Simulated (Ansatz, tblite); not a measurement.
# The cluster B5: one state, many levels

Aim: run the doublet of the cluster B5 at one geometry on many levels, and compare frontier levels, spin and run time.

Computed with Ansatz 0.2.0, Gaussian basis. Level: as each input shows.

Levels to be run: GFN1-xTB, GFN2-xTB, PBE-D4/def2-TZVP, r2SCAN-D4/def2-TZVP, HF/def2-TZVP, LC-ωPBE/def2-TZVP, r2SCANh-D4/def2-TZVP, PBE-QIDH/def2-TZVP, ωB97M-V/def2-TZVP, PBE-D4/def2-SVP, PBE0-D4/def2-SVP, HF/STO-3G, PBE0-D4/def2-TZVPD, PBE-D4/def2-TZVPD, r2SCAN-D4/def2-TZVPD, CCSD(T)/def2-TZVPP, MP2/def2-TZVP, RPA/def2-TZVP.

1 further run of the same task is left out (it didn't finish).

**1. The structure**

The doublet was relaxed beforehand with PBE-D4/def2-SVP. At that level it is the lowest of the isomers that a small search found.

5 atoms, charge 0, spin multiplicity 2.

Bond lengths: B1–B4 1.604 Å, B1–B5 1.589 Å, B2–B3 1.589 Å, B2–B4 1.604 Å, B3–B4 1.839 Å, B3–B5 1.581 Å, B4–B5 1.839 Å. Angles: B4–B1–B5 70.4°, B3–B2–B4 70.4°, B2–B3–B4 55.2°, B2–B3–B5 119.8°, B4–B3–B5 64.5°, B1–B4–B2 159.8°, B1–B4–B3 105.3°, B1–B4–B5 54.4°, B2–B4–B3 54.4°, B2–B4–B5 105.3°, B3–B4–B5 50.9°, B1–B5–B3 119.7°, B1–B5–B4 55.2°, B3–B5–B4 64.5°.

PBE0-D4/def2-TZVP was run before; its log isn't repeated, and its numbers join the tables.

**2. GFN1-xTB**

Tight binding, by tblite at 300 K electronic temperature and without a spin-polarisation term:

```python
tblite.interface.Calculator('GFN1-xTB', numbers, positions, charge=0, uhf=1).singlepoint()
```

Energy -185.1839 eV; 0.003 s.

**3. GFN2-xTB**

Tight binding, by tblite at 300 K electronic temperature and without a spin-polarisation term:

```python
tblite.interface.Calculator('GFN2-xTB', numbers, positions, charge=0, uhf=1).singlepoint()
```

Energy -157.6128 eV; 0.004 s.

**4. PBE-D4/def2-TZVP**

start.molden holds the orbitals of an earlier run on this state, given as this run's starting guess.

Contents of in.yaml:

```yaml
crystal:
  periodic: [false, false, false]
  atoms:
    - {symbol: B, position_ang: [-1.496913, -0.694550, -0.124495]}
    - {symbol: B, position_ang: [1.630420, -0.282437, 0.027995]}
    - {symbol: B, position_ang: [0.663921, 0.974962, 0.121220]}
    - {symbol: B, position_ang: [0.104370, -0.766880, -0.068404]}
    - {symbol: B, position_ang: [-0.901797, 0.768895, 0.043685]}
basis:
  gaussian: {orbitals: def2-TZVP, initial_orbitals: start.molden}
magnetization: {spin_polarized: true, initial_magnetization: 1}
hamiltonian: {xc: pbe, dispersion: d4}
scf: {omitted_lower_state_checks: [starts]}
output: {orbitals: {seedname: orbitals}}
```

Started as:

```console
ansatz run in.yaml --threads 4 --pin off --events-out ev --progress --plain --max-ram 3916MiB
```

The runs that follow: r2SCAN-D4/def2-TZVP; HF/def2-TZVP; LC-ωPBE/def2-TZVP; r2SCANh-D4/def2-TZVP; PBE-QIDH/def2-TZVP; ωB97M-V/def2-TZVP; PBE-D4/def2-SVP; PBE0-D4/def2-SVP; HF/STO-3G; PBE0-D4/def2-TZVPD; PBE-D4/def2-TZVPD; r2SCAN-D4/def2-TZVPD; CCSD(T)/def2-TZVPP; MP2/def2-TZVP; RPA/def2-TZVP.

Before running them: what should the planned runs give, taken together? Wanted: gap in def2-TZVP, named functionals and Hartree-Fock, smallest and largest; correlation energy, CCSD(T)/def2-TZVPP; correlation energy, MP2/def2-TZVP; binding an atom, functionals in def2-TZVP; ⟨S²⟩ in def2-TZVP, named functionals and Hartree-Fock, smallest and largest; PBE0 total energy, smallest basis above largest.

The runs gave:

| quantity | value |
| --- | --- |
| gap in def2-TZVP, named functionals and Hartree-Fock, smallest and largest | 1.50 eV (PBE-D4), 9.50 eV (HF) |
| correlation energy, CCSD(T)/def2-TZVPP | -12.95 eV |
| correlation energy, MP2/def2-TZVP | -10.93 eV |
| binding an atom, functionals in def2-TZVP | 3.79 (ωB97M-V) to 4.19 eV (PBE-D4) |
| ⟨S²⟩ in def2-TZVP, named functionals and Hartree-Fock, smallest and largest | 0.858, 1.476 |
| PBE0 total energy, smallest basis above largest | 3.49 eV (def2-SVP, def2-TZVPD) |

In words: Orbital gaps of the named functionals and Hartree-Fock in def2-TZVP span 1.50 eV (PBE-D4) to 9.50 eV (HF); exact exchange widens it. Over the named functionals and Hartree-Fock in def2-TZVP spin contamination reaches 0.73 (HF), so some levels may describe another state. Notes on CCSD(T)/def2-TZVPP: large T1 diagnostic, spin contamination.
